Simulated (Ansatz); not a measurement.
Time against size: PBE, supercells of Si, on Neoverse N1 cores, threads left to the program

All times were clocked for whole runs of Ansatz 0.2.0, start-up included, one run at a time with no other job on the machine: an Arm Neoverse N1 node (56 of its 64 cores, memory capped at 64 GiB). Times and memory are rounded to two significant figures, and ratios are formed from the unrounded values. A row is a single run, so small differences between rows aren't established. Precision is the program's default, which can work at lower precision in parts of a run.

The smallest member is a 2×2×1 supercell of Si (Fd-3m), atoms displaced at random by about 0.04 Å along each cell vector. Its input:

```yaml
crystal:
  lattice:
    - [0.000000, 5.443702, 5.443702]
    - [5.443702, 0.000000, 5.443702]
    - [2.721851, 2.721851, 0.000000]
  atoms:
    - { symbol: Si, position: [0.137149, 0.121556, 0.254103] }
    - { symbol: Si, position: [0.000761, 0.004339, -0.014570] }
    - { symbol: Si, position: [0.122845, 0.621096, 0.238833] }
    - { symbol: Si, position: [-0.004384, 0.497337, -0.002980] }
    - { symbol: Si, position: [0.620289, 0.127193, 0.244311] }
    - { symbol: Si, position: [0.483385, 0.006187, -0.004072] }
    - { symbol: Si, position: [0.621138, 0.626395, 0.252389] }
    - { symbol: Si, position: [0.500274, 0.495560, 0.001991] }
kpoints:
  mp_grid: { grid: [1, 1, 1] }
hamiltonian:
  xc: pbe
  pseudopotentials: { azcp: { folder: soft_1 } }
scf:
  occupations: { method: fixed }
output: { forces: true }
```

The program chose a cutoff of 420 eV. The folder soft_1 holds one of the program's own sets of PAW files, generated with PBE and used with every functional where the input names it.

Command, without the flags for output files and display:

```bash
taskset -c 8-63 ansatz run input.yaml --backend cpu --max-ram 64GiB
```

```
atoms  electrons  k mesh  k points  plane waves  dense FFT grid  bands at the start  SCF iterations  threads  wall time  SCF clock  outside it  host memory (GiB)          remarks
    8         32   1×1×1         1         3095        54×54×27                  24               9       24     0.36 s     0.23 s      0.14 s               0.37      bands 24→20
   16         64   1×1×1         1         6231        54×54×54                  48               8       48     0.52 s     0.35 s      0.17 s               0.51      bands 48→42
   36        144   1×1×1         1        14113        80×80×54                 108               7       56     0.84 s     0.63 s      0.21 s               0.90     bands 108→88
   72        288   1×1×1         1        28363       108×80×80                 216               8       56      1.9 s      1.6 s      0.29 s                1.8    bands 216→184
  200        800   1×1×1         1        78817     135×135×108                 600               9       56       11 s       10 s      0.49 s                6.6    bands 600→526
  360       1440   1×1×1         1       141841     160×160×135                1080               9       56       38 s       37 s      0.76 s                 15   bands 1080→952
  504       2016   1×1×1         1       198541     192×160×160                1512              10       56       98 s       97 s       1.1 s                 26  bands 1512→1336
```

The SCF clock is the program's own. It runs from the start of the first SCF loop to the final result and holds forces, stress, later SCFs and response steps. Outside it lie start-up, exit and the set-up ahead of the first loop, which depends on the cell and the method.

Runs at Γ alone can use real arithmetic, which is cheaper than at other k points.

«bands a→b»: once the levels showed a gap the program dropped high empty bands and went on with b of the a at the start.

One k point is too coarse a mesh for the properties of small cells; the series shows cost alone.

The threads change along the series too.

Of the smallest member's 0.36 s, 0.14 s lies outside the SCF clock, so the wall time grows less with size than the clocked work: from 8 to 504 atoms the wall time changes by a factor of 270, and the time on the SCF clock by 430. The smallest member has under 2 s on the SCF clock, so these factors are rough.

Question: How long does the member with 128 atoms take (1×1×1 mesh, 1 k point, 50557 plane waves, 384 bands)?

Answer: 4.2 s, in 8 SCF iterations, with 3.6 GiB of host memory. Remarks: bands 384→334.
